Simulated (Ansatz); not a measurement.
# H₄InNSi: small, medium and large basis sets

One table from this session's results is given with a row withheld; the runs are named, their logs left out.

Program: Ansatz 0.2.0, Gaussian basis. Level of theory: one geometry, several basis sets. These are calculated values, not measurements.

Plan: PBE0-D4/def2-SVP; ωB97M-V/def2-SVP; PBE0-D4/def2-QZVPP; ωB97M-V/def2-QZVPP; the functionals' def2-TZVPP values are taken from earlier runs.

### The geometry

The geometry comes from an earlier relaxation with PBE0-D4 in a triple-zeta def2 set; it is a stationary point, not always the lowest conformer. In takes the def2 core potential; no spin-orbit term is included.

7 atoms, charge 0, spin multiplicity 1.

Atoms are counted from 1 here; the program's logs count them from 0.

Bond lengths: N1–Si2 1.708 Å, N1–In3 2.109 Å, N1–H4 1.012 Å, Si2–H5 1.494 Å, Si2–H6 1.498 Å, Si2–H7 1.494 Å. Angles: Si2–N1–In3 122.1°, Si2–N1–H4 117.3°, In3–N1–H4 120.7°, N1–Si2–H5 115.0°, N1–Si2–H6 105.6°, N1–Si2–H7 115.0°, H5–Si2–H6 107.3°, H5–Si2–H7 106.3°, H6–Si2–H7 107.3°.

Coordinates:

```xyz
7
charge 0, multiplicity 1
N    -0.4486   -0.8979    0.0020
Si    0.3202    0.6028   -0.2703
In   -0.8002   -1.6391    1.9444
H    -0.7340   -1.4275   -0.8119
H    -0.5128    1.6180   -0.9831
H     0.6244    1.1521    1.0896
H     1.6123    0.5234   -1.0164
```

The first run:

The input, in.yaml:

```yaml
crystal:
  periodic: [false, false, false]
  atoms:
    - {symbol: N, position_ang: [-0.448555, -0.897896, 0.002039]}
    - {symbol: Si, position_ang: [0.320174, 0.602848, -0.270345]}
    - {symbol: In, position_ang: [-0.800228, -1.639128, 1.944406]}
    - {symbol: H, position_ang: [-0.734050, -1.427505, -0.811938]}
    - {symbol: H, position_ang: [-0.512836, 1.618041, -0.983057]}
    - {symbol: H, position_ang: [0.624406, 1.152100, 1.089606]}
    - {symbol: H, position_ang: [1.612287, 0.523440, -1.016412]}
basis:
  gaussian: {orbitals: def2-SVP}
hamiltonian: {xc: pbe0, dispersion: d4}
output: {orbitals: {seedname: orbitals}}
```

Started as:

```bash
ansatz run in.yaml --threads 2 --pin off --events-out ev --progress --plain --max-ram 4352MiB
```

Among the steps run: PBE0-D4 in def2-SVP; ωB97M-V in def2-SVP; PBE0-D4 in def2-QZVPP; ωB97M-V in def2-QZVPP.

One of the session's tables, all rows but one given; the rest of the session is left out.

```
functional       basis  HOMO (eV)  LUMO (eV)
   PBE0-D4    def2-SVP      -6.66      -1.55
   PBE0-D4  def2-TZVPP      -6.72      -1.59
   PBE0-D4  def2-QZVPP      -6.74      -1.60
   ωB97M-V    def2-SVP      -8.69       0.03
   ωB97M-V  def2-TZVPP      -8.78      -0.13
   ωB97M-V  def2-QZVPP          ?          ?
```

Estimate the missing values for ωB97M-V, def2-QZVPP.

**Answer.** HOMO (eV): -8.81; LUMO (eV): -0.19. In the column «HOMO (eV)» it is the lowest.
